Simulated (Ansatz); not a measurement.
# C₂H₃BrClN, SMILES NC=C(Cl)Br: a geometry optimisation

Run with the Python package of Ansatz (0.2.0).

Script `run_opt.py`:
```python
# -*- coding: utf-8 -*-
"""Relax the C2H3BrClN molecule."""

from dataclasses import dataclass
import itertools

import ansatz
from ase.data import atomic_numbers, covalent_radii
import numpy as np


@dataclass(frozen=True)
class Options:
    basis_set: str = "def2-SVP"
    xc: str = "b3lyp"
    dispersion: str = "d4"


opts = Options()

GEOMETRY = """
N     0.83310   -0.39830    1.06740
C    -0.35010   -0.04980    0.32610
C    -0.52900    0.06720   -1.01650
Cl    0.92700   -0.15420   -2.06860
Br   -2.13320    0.48150   -1.80540
H     0.83960    0.14040    1.95150
H     1.67300   -0.26770    0.51950
H    -1.16820    0.12370    0.97030
"""


def main():
    c2h3brcln = ansatz.Crystal.molecule()
    for line in GEOMETRY.strip().splitlines():
        symbol, *xyz = line.split()
        c2h3brcln = c2h3brcln.atom(symbol, [float(v) for v in xyz])

    base = c2h3brcln.calculation()
    base = base.basis(gaussian=opts.basis_set)
    base = base.functional(opts.xc, dispersion=opts.dispersion)
    symbols = [site.symbol for site in c2h3brcln.cartesian_sites]
    start = np.array([site.position_ang for site in c2h3brcln.cartesian_sites], dtype=float)
    def progress(event):
        if event["event"] == "relax_step":
            row = event["data"]
            print(f"step {row['step']:3d}  E = {row['lagrangian_ev']:.6f} eV  largest force component {row['allowed_force_max_ev_ang']:.4f} eV/A")


    summary = base.relax(force_tolerance=0.01).session().plan().execute(on_event=progress).report
    end = np.array(summary["positions_ang"])

    print(f"E = {summary['free_energy_ev']:.6f} eV = {summary['free_energy_ev'] / 27.211386246:.7f} Ha")
    print("converged:", summary["converged"], " doubts:", summary["published_state_doubts"] or "none")

    # pairs closer than 1.2 times the sum of covalent radii, before or after
    radius = [covalent_radii[atomic_numbers[s]] for s in symbols]
    span = lambda where, i, j: np.linalg.norm(where[i] - where[j])
    bonded = [(i, j) for i, j in itertools.combinations(range(len(symbols)), 2) if min(span(start, i, j), span(end, i, j)) < 1.2 * (radius[i] + radius[j])]
    print("pair        before    after (A)")
    for i, j in bonded:
        print(f"{symbols[i]}{i}-{symbols[j]}{j}".ljust(10), f"{span(start, i, j):8.4f} {span(end, i, j):8.4f}")
    for first, second in list(itertools.combinations(bonded, 2)):
        shared = set(first) & set(second)
        if shared and symbols[(j := shared.pop())] != "H":
            i, k = sorted((set(first) | set(second)) - {j})
            u, v = end[i] - end[j], end[k] - end[j]
            angle = np.degrees(np.arccos(np.clip(u @ v / np.linalg.norm(u) / np.linalg.norm(v), -1, 1)))
            print(f"final angle {symbols[i]}{i}-{symbols[j]}{j}-{symbols[k]}{k}: {angle:.2f} deg")
    with open("c2h3brcln_opt.xyz", "w") as handle:
        handle.write(f"{len(symbols)}\nrelaxed C2H3BrClN\n")
        handle.writelines(f"{s:2s} {x:11.6f} {y:11.6f} {z:11.6f}\n" for s, (x, y, z) in zip(symbols, end))


if __name__ == "__main__":
    main()
```

```console
$ python run_opt.py
step   1  E = -86167.232785 eV  largest force component 2.2260 eV/A
step   2  E = -86167.393735 eV  largest force component 1.1403 eV/A
step   3  E = -86167.434234 eV  largest force component 0.5392 eV/A
step   4  E = -86167.444805 eV  largest force component 0.3309 eV/A
step   5  E = -86167.453584 eV  largest force component 0.1398 eV/A
step   6  E = -86167.455623 eV  largest force component 0.2021 eV/A
step   7  E = -86167.457913 eV  largest force component 0.0423 eV/A
step   8  E = -86167.458010 eV  largest force component 0.0060 eV/A
E = -86167.458251 eV = -3166.5956843 Ha
converged: True  doubts: none
pair        before    after (A)
N0-C1        1.4391   1.3760
N0-H5        1.0353   1.0129
N0-H6        1.0113   1.0153
C1-C2        1.3595   1.3474
C1-H7        1.0556   1.0928
C2-Cl3       1.8099   1.7454
C2-Br4       1.8351   1.8941
final angle C1-N0-H5: 116.49 deg
final angle C1-N0-H6: 116.02 deg
final angle N0-C1-C2: 125.90 deg
final angle N0-C1-H7: 115.92 deg
final angle H5-N0-H6: 114.12 deg
final angle C2-C1-H7: 118.10 deg
final angle C1-C2-Cl3: 121.11 deg
final angle C1-C2-Br4: 122.27 deg
final angle Cl3-C2-Br4: 116.61 deg
```

File `c2h3brcln_opt.xyz` afterwards:
```text
8
relaxed C2H3BrClN
N     0.808223   -0.323139    1.030312
C    -0.341585    0.002748    0.348261
C    -0.469981    0.084158   -0.990573
Cl    0.902888   -0.145128   -2.043657
Br   -2.135991    0.416076   -1.828451
H     0.891994    0.037784    1.973050
H     1.669650   -0.286923    0.494138
H    -1.232998    0.157223    0.961220
```

Reading the output:
- Total energies depend on the basis set; only differences at equal settings carry meaning.
- The end point is the stationary point reached from this start; no frequency run checks that it is a minimum, and the basis set is modest.
- b3lyp holds the VWN-RPA fit, as in Gaussian; the form of ORCA and Turbomole is b3lyp5.
- Timing: 43 s on 1 thread of Arm Neoverse V2 (shared host), peak memory 0.33 GiB.
